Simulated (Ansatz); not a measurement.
# Cl2Ga2H4O2: the cost of one run

The runs use Ansatz 0.2.0, Gaussian basis; RKS PBE0-D4/def2-TZVP.

Levels to be run: relaxation at PBE0-D4/def2-TZVP; harmonic vibrations at the same level; a single point in def2-TZVPP for the fields.

## 1. The starting structure

SMILES `[Cl][GaH-]1[OH+][GaH-]([Cl])[OH+]1`, 10 atoms, charge 0, spin multiplicity 1.

Atoms are counted from 1 here; the program's logs count them from 0.

Bond lengths: Cl1–Ga2 2.066 Å, Ga2–O3 1.970 Å, Ga2–O6 1.969 Å, Ga2–H7 1.518 Å, O3–Ga4 1.968 Å, O3–H8 0.960 Å, Ga4–Cl5 2.066 Å, Ga4–O6 1.966 Å, Ga4–H9 1.518 Å, O6–H10 0.961 Å. Angles: Cl1–Ga2–O3 111.3°, Cl1–Ga2–O6 111.1°, Cl1–Ga2–H7 130.1°, O3–Ga2–O6 81.4°, O3–Ga2–H7 106.0°, O6–Ga2–H7 106.2°, Ga2–O3–Ga4 98.5°, Ga2–O3–H8 130.7°, Ga4–O3–H8 130.8°, O3–Ga4–Cl5 111.2°, O3–Ga4–O6 81.5°, O3–Ga4–H9 106.3°, Cl5–Ga4–O6 111.4°, Cl5–Ga4–H9 129.6°, O6–Ga4–H9 106.2°, Ga2–O6–Ga4 98.6°, Ga2–O6–H10 130.6°, Ga4–O6–H10 130.8°.

Coordinates:

```
Cl    1.38861   -0.16741    2.73604
Ga    1.22321   -0.48966    0.70217
O    -0.57825   -1.12670    0.22135
Ga   -1.21850    0.48786   -0.70436
Cl   -1.38137    0.16622   -2.73871
O     0.57685    1.12559   -0.21955
H     2.17895   -1.17156   -0.26030
H    -1.00639   -1.97194    0.37716
H    -2.18296    1.17125    0.24763
H     0.99987    1.97635   -0.36142
```

The start is a GFN2-xTB geometry.

## 2. Relaxation at PBE0-D4/def2-TZVP

in.yaml reads:

```yaml
crystal:
  periodic: [false, false, false]
  atoms:
    - {symbol: Cl, position_ang: [1.388610, -0.167410, 2.736040]}
    - {symbol: Ga, position_ang: [1.223210, -0.489660, 0.702170]}
    - {symbol: O, position_ang: [-0.578250, -1.126700, 0.221350]}
    - {symbol: Ga, position_ang: [-1.218500, 0.487860, -0.704360]}
    - {symbol: Cl, position_ang: [-1.381370, 0.166220, -2.738710]}
    - {symbol: O, position_ang: [0.576850, 1.125590, -0.219550]}
    - {symbol: H, position_ang: [2.178950, -1.171560, -0.260300]}
    - {symbol: H, position_ang: [-1.006390, -1.971940, 0.377160]}
    - {symbol: H, position_ang: [-2.182960, 1.171250, 0.247630]}
    - {symbol: H, position_ang: [0.999870, 1.976350, -0.361420]}
basis:
  gaussian: {orbitals: def2-TZVP}
hamiltonian: {xc: pbe0, dispersion: d4}
relax: {f_tol: 0.005, max_steps: 150}
```

Run with:

```bash
ansatz run in.yaml --threads 8 --pin off --events-out ev --progress --plain --max-ram 20889MiB
```

What time and memory should one allow on 8 threads of Intel Xeon at 2.50GHz, shared host?

About 4.6 min, with a peak of 1.2 GiB.
